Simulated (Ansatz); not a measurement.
# SiO2: the cost of one run

Method: DFT PBE+D3(BJ), scalar-relativistic, plane waves, PAW, in Ansatz 0.2.0.

### 1 The system as given

Symmetry: P4mm, No. 99, tetragonal system. The conventional cell has a = 3.793 Å, b = 3.793 Å, c = 18.000 Å, α = 90.00°, β = 90.00°, γ = 90.00°. Si (site symmetry 4mm) is surrounded by 4 O at 1.90 Å. O (site symmetry 2mm) is surrounded by 2 Si at 1.90 Å.

As a file:

```xyz
6
Lattice="3.7926 0.0000 0.0000 0.0000 3.7926 0.0000 0.0000 0.0000 18.0000" Properties=species:S:1:pos:R:3 pbc="T T F"
Si    0.0000    0.0000    7.2709
Si    0.0000    0.0000   10.7063
O     0.0000    1.8963    7.2937
O     1.8963    0.0000    7.2937
O     0.0000    1.8963   10.7291
O     1.8963    0.0000   10.7291
```

The cell is invented: sheets of the FeO2 type as a bilayer. The dimensions are guesses.

It is a sheet, periodic along a and b, with vacuum along c; volumes and pressures of the box carry no meaning, and space groups named for it are those of the box.

### 2 A first look at the guess

input.yaml reads:

```yaml
crystal:
  lattice:
    - [3.7925757, 0.0, 0.0]
    - [0.0, 3.7925757, 0.0]
    - [0.0, 0.0, 18.0]
  atoms:
    - { symbol: Si, position: [0.0, 0.0, 0.40393976] }
    - { symbol: Si, position: [0.0, 0.0, 0.59479167] }
    - { symbol: O, position: [0.0, 0.5, 0.40520833] }
    - { symbol: O, position: [0.5, 0.0, 0.40520833] }
    - { symbol: O, position: [0.0, 0.5, 0.59606024] }
    - { symbol: O, position: [0.5, 0.0, 0.59606024] }
  periodic: [true, true, false]
basis:
  ecutwfc: 420
kpoints:
  mp_grid: { grid: [4, 4, 1] }
hamiltonian:
  xc: pbe
  dispersion: d3bj
scf:
  occupations: { method: gaussian, width: 0.1 }
  lower_state_search: "off"
output:
  forces: true
  stress: true
  eigenvalues: true
```

Launch:

```console
$ ansatz run input.yaml --threads 1 --pin off --max-ram 2560MiB --backend cpu --events-out ev --progress --plain --runs-dir out
```

**Question.** How long does this run take on 1 thread of Intel Xeon 6975P-C (Granite Rapids), shared host, and how much memory does it need?

About 3.2 s, with a peak of 0.52 GiB.
